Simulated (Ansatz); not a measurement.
# BrClH₃NOSi: up Jacob's ladder to CCSD(T)

One table from this session's results is given with a row withheld; the runs are named, their logs left out.

Program: Ansatz 0.2.0, Gaussian basis. Level of theory: functionals in def2-TZVPP, the program's frozen cores in correlated methods. These are calculated values, not measurements.

Plan: LDA (SPW92), PBE-D4, revPBE-D4, BLYP-D4, r2SCAN-D4, B97M-V, PBE0-D4, B3LYP-D4, r2SCANh-D4, r2SCAN0-D4, HSE06-D4, BHLYP-D4, CAM-B3LYP-D4, LC-ωPBE, ωB97X-V, ωB97M-V, B2PLYP, PBE-QIDH; CCSD(T)/def2-SVP; CCSD(T)/def2-TZVPP; MP2/def2-QZVPP; extrapolation to the limit; RPA on PBE.

## Structure used throughout

An earlier PBE0-D4 in a triple-zeta def2 set relaxation fixed the geometry.

SMILES `N[Si](O)(Cl)Br`, 8 atoms, charge 0, spin multiplicity 1.

Atoms are counted from 1 here; the program's logs count them from 0.

Bond lengths: N1–Si2 1.693 Å, N1–H6 1.007 Å, N1–H7 1.008 Å, Si2–O3 1.625 Å, Si2–Cl4 2.043 Å, Si2–Br5 2.208 Å, O3–H8 0.960 Å. Angles: Si2–N1–H6 119.3°, Si2–N1–H7 119.5°, H6–N1–H7 111.6°, N1–Si2–O3 111.3°, N1–Si2–Cl4 105.7°, N1–Si2–Br5 115.5°, O3–Si2–Cl4 112.5°, O3–Si2–Br5 103.6°, Cl4–Si2–Br5 108.3°, Si2–O3–H8 115.9°.

The first run:

in.yaml reads:

```yaml
crystal:
  periodic: [false, false, false]
  atoms:
    - {symbol: N, position_ang: [0.115234, 0.988799, 0.720191]}
    - {symbol: Si, position_ang: [-0.163299, -0.255058, -0.394594]}
    - {symbol: O, position_ang: [0.825706, -1.517435, -0.131686]}
    - {symbol: Cl, position_ang: [-2.135276, -0.749796, -0.188719]}
    - {symbol: Br, position_ang: [0.205394, 0.263548, -2.508403]}
    - {symbol: H, position_ang: [-0.620937, 1.647311, 0.918637]}
    - {symbol: H, position_ang: [1.024228, 1.423355, 0.762517]}
    - {symbol: H, position_ang: [0.841251, -1.858022, 0.766258]}
basis:
  gaussian: {orbitals: def2-TZVPP}
hamiltonian: {xc: lda}
output: {orbitals: {seedname: orbitals}}
```

Among the steps run: LDA; PBE-D4 (GGA); revPBE-D4 (GGA); BLYP-D4 (GGA); r2SCAN-D4 (meta-GGA); B97M-V (meta-GGA); PBE0-D4 (hybrid); B3LYP-D4 (hybrid); r2SCANh-D4 (hybrid); r2SCAN0-D4 (hybrid); HSE06-D4 (hybrid); BHLYP-D4 (hybrid); CAM-B3LYP-D4 (range-separated); LC-ωPBE-D4 (range-separated; the results give it without D4); ωB97X-V (range-separated); ωB97M-V (range-separated); B2PLYP (double hybrid); PBE-QIDH (double hybrid).

One table of the session follows, with a row left open; its other results are not shown here.

It belongs to the step «Frontier levels by functional». 

```
  functional  HOMO (eV)  gap (eV)
 LDA (SPW92)      -6.82      5.92
      PBE-D4      -6.64      5.95
   revPBE-D4      -6.58      5.99
     BLYP-D4      -6.49      5.83
   r2SCAN-D4      -6.98      6.81
      B97M-V      -7.05      6.73
     PBE0-D4      -8.05      8.30
    B3LYP-D4      -7.78      7.69
  r2SCANh-D4      -7.50      7.65
  r2SCAN0-D4      -8.28      8.88
    HSE06-D4      -7.65      7.52
    BHLYP-D4      -9.31     10.31
CAM-B3LYP-D4          ?         ?
     LC-ωPBE     -10.85     13.31
     ωB97X-V     -10.46     12.71
     ωB97M-V     -10.33     12.16
```

Q: Estimate the row for CAM-B3LYP-D4 from the others.

As computed: HOMO (eV): -9.43; gap (eV): 10.54. In the column «HOMO (eV)» it lies between ωB97M-V (-10.33) and BHLYP-D4 (-9.31).
